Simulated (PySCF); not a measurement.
# C3H8BOP: the cost of one run

Programs: PySCF 2.14.0, with density-fitted response routines of our own. Each step states its level of theory. These are calculated values for one molecule in the gas phase, unless marked as measured. Atoms are numbered from 0 throughout.

**1. The starting structure**

14 atoms, charge 0, multiplicity 1; geometry from: GFN2-xTB. The atoms were then displaced at random by about 0.01 Å, so the start is not that level's minimum.

Bonds of the start (Å): O0–B1 1.36, B1–P2 1.94, B1–C3 1.52, C3–C4 1.54, C4–C5 1.50, C5–C3 1.53, O0–H6 0.94, P2–H7 1.37, P2–H8 1.42, C3–H9 1.11, C4–H10 1.06, C4–H11 1.07, C5–H12 1.10, C5–H13 1.07.

**2. Relaxing the molecule at PBE0-D3(BJ)/def2-SVP**

The job: settings as JSON, then the geometry in Å.

```
{"job": {"xc": "PBE0", "basis": "def2-SVP", "d3": "d3bj", "grid": 1, "shake": 0.01, "kind": "geom"}, "charge": 0, "multiplicity": 1}
O      1.446990    -1.332600     1.434040
B      0.856830    -0.604720     0.444230
P      1.856320    -0.104390    -1.136350
C     -0.633730    -0.305860     0.561180
C     -1.523000    -0.203950    -0.691470
C     -1.275270     1.017890     0.138900
H      2.364000    -1.539900     1.361950
H      1.341990     1.152290    -1.329850
H      2.966650     0.409360    -0.422160
H     -1.157470    -0.770610     1.427670
H     -1.024250    -0.280960    -1.625400
H     -2.494890    -0.646580    -0.658750
H     -2.105220     1.419600     0.730980
H     -0.626110     1.775340    -0.242720
```

The run is started by

```console
OMP_NUM_THREADS=1 python probes_run.py task.json out
```

This one command runs all jobs of the session in turn.

**Question.** How long does this first job take on 1 thread of Arm Neoverse V1, shared host, and how much memory does it need?

About 81 s, with a peak of 0.51 GiB.
